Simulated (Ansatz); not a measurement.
# B2H7NSSi: a ladder of functionals and wavefunction methods

An exercise on one series of results from a longer session: the logs are not shown, and one member is left open.

Program: Ansatz 0.2.0, Gaussian basis. Level of theory: functionals in def2-TZVPP, the program's frozen cores in correlated methods. These are calculated values, not measurements.

Plan: LDA (SPW92), PBE-D4, revPBE-D4, BLYP-D4, r2SCAN-D4, B97M-V, PBE0-D4, B3LYP-D4, r2SCANh-D4, r2SCAN0-D4, HSE06-D4, BHLYP-D4, CAM-B3LYP-D4, LC-ωPBE, ωB97X-V, ωB97M-V, B2PLYP, PBE-QIDH; CCSD(T)/def2-SVP; CCSD(T)/def2-TZVPP; MP2/def2-QZVPP; extrapolation to the limit; RPA on PBE.

## The relaxed structure

All runs share one geometry, relaxed beforehand with PBE0-D4 in a triple-zeta def2 set.

12 atoms, charge 0, spin multiplicity 1.

Atoms are counted from 1 here; the program's logs count them from 0.

Bond lengths: B1–B2 1.632 Å, B1–Si3 2.011 Å, B1–H6 1.193 Å, B1–H7 1.232 Å, B2–N4 1.552 Å, B2–H8 1.197 Å, Si3–N4 1.921 Å, Si3–S5 2.131 Å, Si3–H9 1.489 Å, N4–H10 1.012 Å, N4–H11 1.014 Å, S5–H12 1.343 Å. Angles: B2–B1–Si3 73.8°, B2–B1–H6 129.3°, B2–B1–H7 110.9°, Si3–B1–H6 127.8°, Si3–B1–H7 83.0°, H6–B1–H7 116.5°, B1–B2–N4 106.7°, B1–B2–H8 134.8°, N4–B2–H8 113.7°, B1–Si3–N4 81.0°, B1–Si3–S5 121.3°, B1–Si3–H9 134.3°, N4–Si3–S5 110.4°, N4–Si3–H9 99.5°, S5–Si3–H9 101.5°, B2–N4–Si3 78.2°, B2–N4–H10 120.3°, B2–N4–H11 115.1° and more.

The first run:

Contents of in.yaml:

```yaml
crystal:
  periodic: [false, false, false]
  atoms:
    - {symbol: B, position_ang: [-1.269417, 0.516666, -0.553621]}
    - {symbol: B, position_ang: [-1.079626, -0.991472, 0.041558]}
    - {symbol: Si, position_ang: [0.705386, 0.139101, -0.603677]}
    - {symbol: N, position_ang: [0.224346, -0.977764, 0.883868]}
    - {symbol: S, position_ang: [2.129281, 1.605034, -0.001319]}
    - {symbol: H, position_ang: [-1.964447, 0.894663, -1.447189]}
    - {symbol: H, position_ang: [-0.933770, 1.362128, 0.277064]}
    - {symbol: H, position_ang: [-1.414411, -2.085448, -0.310612]}
    - {symbol: H, position_ang: [1.563307, -0.813963, -1.360397]}
    - {symbol: H, position_ang: [0.713019, -1.841562, 1.083076]}
    - {symbol: H, position_ang: [0.196193, -0.392326, 1.711841]}
    - {symbol: H, position_ang: [1.207139, 2.529742, 0.313208]}
basis:
  gaussian: {orbitals: def2-TZVPP}
hamiltonian: {xc: lda}
output: {orbitals: {seedname: orbitals}}
```

Steps of the session up to this table: LDA; PBE-D4 (GGA); revPBE-D4 (GGA); BLYP-D4 (GGA); r2SCAN-D4 (meta-GGA); B97M-V (meta-GGA); PBE0-D4 (hybrid); B3LYP-D4 (hybrid); r2SCANh-D4 (hybrid); r2SCAN0-D4 (hybrid); HSE06-D4 (hybrid); BHLYP-D4 (hybrid); CAM-B3LYP-D4 (range-separated); LC-ωPBE (range-separated); ωB97X-V (range-separated); ωB97M-V (range-separated); B2PLYP (double hybrid); PBE-QIDH (double hybrid).

One table of the session follows, with a row left open; its other results are not shown here.

It belongs to the step «Orbital energies across the functionals». 

```
  functional  HOMO (eV)  LUMO (eV)  gap (eV)
 LDA (SPW92)      -5.87      -2.60      3.27
      PBE-D4      -5.74      -2.39      3.35
   revPBE-D4      -5.68      -2.30      3.38
     BLYP-D4          ?          ?         ?
   r2SCAN-D4      -5.92      -2.14      3.78
      B97M-V      -5.99      -2.17      3.82
     PBE0-D4      -6.74      -1.53      5.21
    B3LYP-D4      -6.53      -1.70      4.84
  r2SCANh-D4      -6.29      -1.84      4.46
  r2SCAN0-D4      -6.86      -1.38      5.48
    HSE06-D4      -6.35      -1.90      4.45
    BHLYP-D4      -7.60      -0.53      7.07
CAM-B3LYP-D4      -7.94      -0.45      7.49
     LC-ωPBE      -9.21       0.61      9.82
     ωB97X-V      -8.90       0.54      9.44
     ωB97M-V      -8.76       0.34      9.10
```

Q: Estimate the row for BLYP-D4 from the others.

Worked estimate for «HOMO (eV)». Against the share of exact exchange, B3LYP-D4 (0.2, -6.53), BHLYP-D4 (0.5, -7.60) give a slope of -3.57 per unit share; at 0 the line stands at -5.82.

**Answer.** HOMO (eV): -5.57; LUMO (eV): -2.22; gap (eV): 3.35. In «HOMO (eV)» the line misses by -0.25.
